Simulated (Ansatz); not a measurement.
# C₄H₁₂Ge: basis-set convergence

One table from this session's results is given with a row withheld; the runs are named, their logs left out.

The runs use Ansatz 0.2.0, Gaussian basis; one geometry, several basis sets.

The runs, in order: PBE0-D4/def2-SVP; ωB97M-V/def2-SVP; PBE0-D4/def2-QZVPP; ωB97M-V/def2-QZVPP; the functionals' def2-TZVPP values are taken from earlier runs.

### The relaxed structure

The geometry comes from an earlier relaxation with PBE0-D4 in a triple-zeta def2 set; it is a stationary point, not always the lowest conformer.

17 atoms, charge 0, spin multiplicity 1.

Atoms are counted from 1 here; the program's logs count them from 0.

Bond lengths: C1–C2 1.522 Å, C1–H6 1.093 Å, C1–H7 1.093 Å, C1–H8 1.095 Å, C2–C3 1.523 Å, C2–C4 1.527 Å, C2–H9 1.098 Å, C3–H10 1.093 Å, C3–H11 1.095 Å, C3–H12 1.093 Å, C4–Ge5 1.962 Å, C4–H13 1.094 Å, C4–H14 1.096 Å, Ge5–H15 1.540 Å, Ge5–H16 1.540 Å, Ge5–H17 1.542 Å. Angles: C2–C1–H6 112.1°, C2–C1–H7 111.0°, C2–C1–H8 110.6°, H6–C1–H7 107.6°, H6–C1–H8 107.6°, H7–C1–H8 107.7°, C1–C2–C3 110.6°, C1–C2–C4 112.0°, C1–C2–H9 107.9°, C3–C2–C4 110.5°, C3–C2–H9 107.8°, C4–C2–H9 108.0°, C2–C3–H10 111.3°, C2–C3–H11 110.6°, C2–C3–H12 111.4°, H10–C3–H11 107.7°, H10–C3–H12 108.0°, H11–C3–H12 107.7° and more.

Coordinates:

```csv
atom,x (Å),y (Å),z (Å)
C1,0.2469,1.0454,-1.1425
C2,0.6811,0.0388,-0.0868
C3,1.7112,-0.9261,-0.6592
C4,-0.5053,-0.7291,0.4929
Ge5,-1.8431,0.3654,1.4221
H6,-0.4365,1.7964,-0.7381
H7,1.1084,1.5726,-1.5597
H8,-0.2668,0.5413,-1.9675
H9,1.1587,0.5929,0.7319
H10,2.5852,-0.3926,-1.0426
H11,1.2822,-1.5010,-1.4862
H12,2.0544,-1.6365,0.0970
H13,-0.1528,-1.4737,1.2134
H14,-1.0167,-1.2845,-0.3014
H15,-2.7178,1.1674,0.4413
H16,-2.7684,-0.5372,2.2590
H17,-1.1401,1.3602,2.3669
```

Set-up of the first run:

in.yaml

```yaml
crystal:
  periodic: [false, false, false]
  atoms:
    - {symbol: C, position_ang: [0.246933, 1.045431, -1.142505]}
    - {symbol: C, position_ang: [0.681089, 0.038848, -0.086836]}
    - {symbol: C, position_ang: [1.711180, -0.926080, -0.659244]}
    - {symbol: C, position_ang: [-0.505251, -0.729089, 0.492888]}
    - {symbol: Ge, position_ang: [-1.843058, 0.365398, 1.422117]}
    - {symbol: H, position_ang: [-0.436453, 1.796380, -0.738144]}
    - {symbol: H, position_ang: [1.108396, 1.572553, -1.559653]}
    - {symbol: H, position_ang: [-0.266757, 0.541260, -1.967540]}
    - {symbol: H, position_ang: [1.158729, 0.592908, 0.731913]}
    - {symbol: H, position_ang: [2.585224, -0.392648, -1.042603]}
    - {symbol: H, position_ang: [1.282201, -1.500952, -1.486235]}
    - {symbol: H, position_ang: [2.054402, -1.636547, 0.097004]}
    - {symbol: H, position_ang: [-0.152808, -1.473700, 1.213441]}
    - {symbol: H, position_ang: [-1.016718, -1.284542, -0.301408]}
    - {symbol: H, position_ang: [-2.717844, 1.167441, 0.441251]}
    - {symbol: H, position_ang: [-2.768395, -0.537235, 2.258974]}
    - {symbol: H, position_ang: [-1.140070, 1.360174, 2.366882]}
basis:
  gaussian: {orbitals: def2-SVP}
hamiltonian: {xc: pbe0, dispersion: d4}
output: {orbitals: {seedname: orbitals}}
```

Launch:

```bash
> ansatz run in.yaml --threads 4 --pin off --events-out ev --progress --plain --max-ram 11315MiB
```

Among the steps run: PBE0-D4 in def2-SVP; ωB97M-V in def2-SVP; PBE0-D4 in def2-QZVPP; ωB97M-V in def2-QZVPP.

One table of the session follows, with a row left open; its other results are not shown here.

It belongs to the step «Density functionals: the series». 

| functional | basis | HOMO (eV) | LUMO (eV) |
| --- | --- | --- | --- |
| PBE0-D4 | def2-SVP | ? | ? |
| PBE0-D4 | def2-TZVPP | -8.22 | 0.82 |
| PBE0-D4 | def2-QZVPP | -8.22 | 0.51 |
| ωB97M-V | def2-SVP | -10.40 | 2.94 |
| ωB97M-V | def2-TZVPP | -10.41 | 2.33 |
| ωB97M-V | def2-QZVPP | -10.41 | 1.76 |

Estimate the missing values for PBE0-D4, def2-SVP.

As computed: HOMO (eV): -8.22; LUMO (eV): 1.24.
